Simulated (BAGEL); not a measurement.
**GaH2ClO (SMILES [OH][GaH][Cl]) at HF/def2-SVPD (density fitting with qzvpp-jkfit)**

Aim: the vertical singlet–triplet gap of GaH2ClO at HF/def2-SVPD (density fitting with qzvpp-jkfit), from 2 runs. 

Program for the calculation: BAGEL 1.2.2.

5 further runs of the same task are left out: 5 that didn't finish. Runs told in other sessions of the task aren't counted.

### 1 Starting point

GaH2ClO has 5 atoms, charge 0, and is taken as a singlet. SMILES: `[OH][GaH][Cl]`. Geometry: relaxed at PBE0-D4/def2-TZVP. This is one conformer, not always the lowest.

Bond lengths: O1–Ga2 1.772 Å, Ga2–Cl3 2.145 Å, O1–H4 0.960 Å, Ga2–H5 1.541 Å. Angles: O1–Ga2–Cl3 115.0°, O1–Ga2–H5 122.5°, Cl3–Ga2–H5 122.5°, Ga2–O1–H4 113.5°.

### 2 A single-point energy at HF/def2-SVPD (density fitting with qzvpp-jkfit)

input.json reads:

```json
{ "bagel" : [

{
  "title" : "molecule",
  "basis" : "def2-svpd.json",
  "df_basis" : "qzvpp-jkfit",
  "angstrom" : true,
  "geometry" : [
    { "atom" : "O", "xyz" : [   -1.152400,    0.516000,   -0.496900 ] },
    { "atom" : "Ga", "xyz" : [    0.470000,    0.208100,    0.146200 ] },
    { "atom" : "Cl", "xyz" : [    0.927500,   -1.856600,    0.504600 ] },
    { "atom" : "H", "xyz" : [   -1.672300,   -0.281800,   -0.622300 ] },
    { "atom" : "H", "xyz" : [    1.477200,    1.340600,    0.426900 ] }
  ]
},
{
  "title" : "hf",
  "charge" : 0
},
{
  "title" : "print",
  "file" : "orbitals.molden",
  "orbitals" : true
}

]}
```

The basis set def2-SVPD is read from a file made from the Basis Set Exchange's data (not shown).

On the command line:

```bash
$ BAGEL_NUM_THREADS=1 BAGEL input.json > input.out
```

Log:

```text
* using 1 threads per process

  ===============================================================
  ===============================================================

  *** Geometry ***

  { "atom" : "O", "xyz" : [     -2.177720,      0.975099,     -0.939005 ] },
  { "atom" : "Ga", "xyz" : [      0.888171,      0.393252,      0.276278 ] },
  { "atom" : "Cl", "xyz" : [      1.752721,     -3.508466,      0.953556 ] },
  { "atom" : "H", "xyz" : [     -3.160189,     -0.532525,     -1.175977 ] },
  { "atom" : "H", "xyz" : [      2.791503,      2.533367,      0.806724 ] },

  Number of auxiliary basis functions:      507

  Since a DF basis is specified, we compute 2- and 3-index integrals:
    o Being stored without compression. Storage requirement is 0.044 GB

  Number of basis functions:      104
  Number of electrons      :       58

    * METHOD: MOLECULE                             0.32

  *** RHF ***

  === Nuclear Repulsion ===
   255.0547280866

      * DIIS with orbital gradients will be used.

  === RHF iteration (def2-svpd.json) ===
      0      -2458.15619407          0.02164045           0.16
      1      -2458.27722762          0.01902000           0.16
      2      -2458.42342606          0.00132520           0.14
      3      -2458.42489818          0.00042003           0.14
      4      -2458.42508015          0.00011232           0.14
      5      -2458.42508919          0.00004109           0.14
      6      -2458.42509046          0.00001449           0.18
      7      -2458.42509069          0.00000473           0.17
      8      -2458.42509071          0.00000220           0.14
      9      -2458.42509071          0.00000043           0.14
     10      -2458.42509071          0.00000017           0.14
     11      -2458.42509072          0.00000008           0.14
     12      -2458.42509072          0.00000003           0.16
     13      -2458.42509072          0.00000001           0.14
     14      -2458.42509072          0.00000001           0.14
    * SCF iteration converged.

    * Permanent dipole moment:
           (   -0.103774,    -0.198561,    -0.021879) a.u.

    * METHOD: HF                                   2.61

    * METHOD: PRINT                                0.02

  ===============================================================
```

It took 3.3 s on 1 thread of Arm Neoverse V1, shared host; peak memory 0.15 GiB.

### 3 The triplet, same level

input.json reads:

```json
{ "bagel" : [

{
  "title" : "molecule",
  "basis" : "def2-svpd.json",
  "df_basis" : "qzvpp-jkfit",
  "angstrom" : true,
  "geometry" : [
    { "atom" : "O", "xyz" : [      -1.152400,       0.516000,      -0.496900 ] },
    { "atom" : "Ga", "xyz" : [       0.470000,       0.208100,       0.146200 ] },
    { "atom" : "Cl", "xyz" : [       0.927500,      -1.856600,       0.504600 ] },
    { "atom" : "H", "xyz" : [      -1.672300,      -0.281800,      -0.622300 ] },
    { "atom" : "H", "xyz" : [       1.477200,       1.340600,       0.426900 ] }
  ]
},

{ "title" : "uhf", "nopen" : 2 },

{ "title" : "print", "file" : "orbitals.molden", "orbitals" : true }

]}
```

The basis set def2-SVPD is read from a file made from the Basis Set Exchange's data (not shown).

On the command line:

```bash
$ BAGEL_NUM_THREADS=1 BAGEL input.json > input.out
```

Log:

```text
* using 1 threads per process

  ===============================================================
  ===============================================================

  *** Geometry ***

  { "atom" : "O", "xyz" : [     -2.177720,      0.975099,     -0.939005 ] },
  { "atom" : "Ga", "xyz" : [      0.888171,      0.393252,      0.276278 ] },
  { "atom" : "Cl", "xyz" : [      1.752721,     -3.508466,      0.953556 ] },
  { "atom" : "H", "xyz" : [     -3.160189,     -0.532525,     -1.175977 ] },
  { "atom" : "H", "xyz" : [      2.791503,      2.533367,      0.806724 ] },

  Number of auxiliary basis functions:      507

  Since a DF basis is specified, we compute 2- and 3-index integrals:
    o Being stored without compression. Storage requirement is 0.044 GB

  Number of basis functions:      104
  Number of electrons      :       58

    * METHOD: MOLECULE                             0.31

  *** Open-shell HF ***

  === Nuclear Repulsion ===
   255.0547280866

      * DIIS with orbital gradients will be used.

  === UHF iteration (def2-svpd.json) ===
      0      -2457.78144286          0.04438429           0.29
      1      -2457.53850283          0.06867092           0.29
      2      -2457.42435200          0.06433292           0.28
      3      -2458.11886253          0.01922333           0.28
      4      -2458.18425176          0.00503594           0.28
      5      -2458.19085312          0.00205646           0.28
      6      -2458.19344283          0.00054832           0.29
      7      -2458.19404990          0.00039362           0.28
      8      -2458.19439215          0.00025569           0.29
      9      -2458.19459230          0.00015858           0.29
     10      -2458.19468330          0.00006756           0.29
     11      -2458.19469219          0.00002931           0.28
     12      -2458.19469416          0.00001687           0.28
     13      -2458.19469497          0.00000712           0.28
     14      -2458.19469509          0.00000595           0.28
     15      -2458.19469516          0.00000620           0.28
     16      -2458.19469513          0.00000596           0.28
     17      -2458.19469502          0.00000504           0.29
     18      -2458.19469498          0.00000453           0.29
     19      -2458.19469495          0.00000408           0.29
     20      -2458.19469492          0.00000300           0.29
     21      -2458.19469492          0.00000236           0.29
     22      -2458.19469492          0.00000197           0.29
     23      -2458.19469491          0.00000142           0.29
     24      -2458.19469491          0.00000140           0.29
     25      -2458.19469491          0.00000138           0.29
     26      -2458.19469491          0.00000133           0.29
     27      -2458.19469491          0.00000126           0.29
     28      -2458.19469490          0.00000113           0.29
     29      -2458.19469490          0.00000081           0.28
     30      -2458.19469490          0.00000047           0.29
     31      -2458.19469490          0.00000034           0.29
     32      -2458.19469490          0.00000023           0.30
     33      -2458.19469490          0.00000018           0.25
     34      -2458.19469490          0.00000015           0.26
     35      -2458.19469490          0.00000014           0.28
     36      -2458.19469490          0.00000009           0.29
     37      -2458.19469490          0.00000009           0.29
     38      -2458.19469490          0.00000007           0.29
     39      -2458.19469490          0.00000007           0.29
     40      -2458.19469490          0.00000007           0.28
     41      -2458.19469490          0.00000007           0.28
     42      -2458.19469490          0.00000006           0.28
     43      -2458.19469490          0.00000004           0.28
     44      -2458.19469490          0.00000003           0.28
     45      -2458.19469490          0.00000002           0.28
     46      -2458.19469490          0.00000001           0.27
     47      -2458.19469490          0.00000001           0.28
    * SCF iteration converged.

    * S^2 (UHF) is 2.0088

    * Permanent dipole moment:
           (    0.268977,    -0.827904,     0.175612) a.u.

    * METHOD: UHF                                 13.97

    * METHOD: PRINT                                0.02

  ===============================================================
```

It took 15 s on 1 thread of Arm Neoverse V1, shared host; peak memory 0.16 GiB.

### 4 Results

At HF/def2-SVPD (density fitting with qzvpp-jkfit):

| quantity | value |
| --- | --- |
| singlet: total energy | -2458.42509 Eh |
| singlet: dipole moment | 0.57 D |
| singlet: HOMO energy | -12.44 eV |
| singlet: LUMO energy | 1.35 eV |
| singlet: HOMO–LUMO gap | 13.79 eV |
| triplet: total energy | -2458.19469 Eh |
| triplet: dipole moment | 2.26 D |
| triplet: ⟨S²⟩ | 2.009 |
| vertical energy of the triplet above the singlet | 6.269 eV |

In words: At this shape the triplet lies 6.27 eV (605 kJ/mol) above the singlet.
